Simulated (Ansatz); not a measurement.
**GaH₄PS: basis-set convergence**

An exercise on one series of results from a longer session: the logs are not shown, and one member is left open.

Program: Ansatz 0.2.0, Gaussian basis. Level of theory: one geometry, several basis sets. These are calculated values, not measurements.

Plan: PBE0-D4/def2-SVP; ωB97M-V/def2-SVP; PBE0-D4/def2-QZVPP; ωB97M-V/def2-QZVPP; the functionals' def2-TZVPP values are taken from earlier runs.

### Structure used throughout

All runs share one geometry, relaxed beforehand with PBE0-D4 in a triple-zeta def2 set.

SMILES `S[PH][GaH2]`, 7 atoms, charge 0, spin multiplicity 1.

Atoms are counted from 1 here; the program's logs count them from 0.

Bond lengths: S1–P2 2.199 Å, S1–H4 1.344 Å, P2–Ga3 2.348 Å, P2–H5 1.421 Å, Ga3–H6 1.561 Å, Ga3–H7 1.559 Å. Angles: P2–S1–H4 95.4°, S1–P2–Ga3 67.4°, S1–P2–H5 90.3°, Ga3–P2–H5 95.4°, P2–Ga3–H6 113.8°, P2–Ga3–H7 118.6°, H6–Ga3–H7 127.6°.

The first run:

in.yaml reads:

```yaml
crystal:
  periodic: [false, false, false]
  atoms:
    - {symbol: S, position_ang: [-1.069688, -1.066697, -0.257031]}
    - {symbol: P, position_ang: [-0.641898, 0.950612, -1.021229]}
    - {symbol: Ga, position_ang: [0.912782, 0.247551, 0.591253]}
    - {symbol: H, position_ang: [-1.978348, -0.667737, 0.648824]}
    - {symbol: H, position_ang: [0.052719, 0.392240, -2.127700]}
    - {symbol: H, position_ang: [0.549957, 0.681873, 2.046400]}
    - {symbol: H, position_ang: [2.174476, -0.537852, 0.119483]}
basis:
  gaussian: {orbitals: def2-SVP}
hamiltonian: {xc: pbe0, dispersion: d4}
output: {orbitals: {seedname: orbitals}}
```

Launch:

```console
ansatz run in.yaml --threads 2 --pin off --events-out ev --progress --plain --max-ram 4352MiB
```

Among the steps run: PBE0-D4 in def2-SVP; ωB97M-V in def2-SVP; PBE0-D4 in def2-QZVPP; ωB97M-V in def2-QZVPP.

One of the session's tables, all rows but one given; the rest of the session is left out.

It belongs to the step «Density functionals: the series». 

```
functional       basis  HOMO (eV)
   PBE0-D4    def2-SVP      -6.75
   PBE0-D4  def2-TZVPP      -6.74
   PBE0-D4  def2-QZVPP      -6.75
   ωB97M-V    def2-SVP      -8.71
   ωB97M-V  def2-TZVPP      -8.73
   ωB97M-V  def2-QZVPP          ?
```

Estimate the missing values for ωB97M-V, def2-QZVPP.

**Answer.** HOMO (eV): -8.74. In the column «HOMO (eV)» it is the lowest.
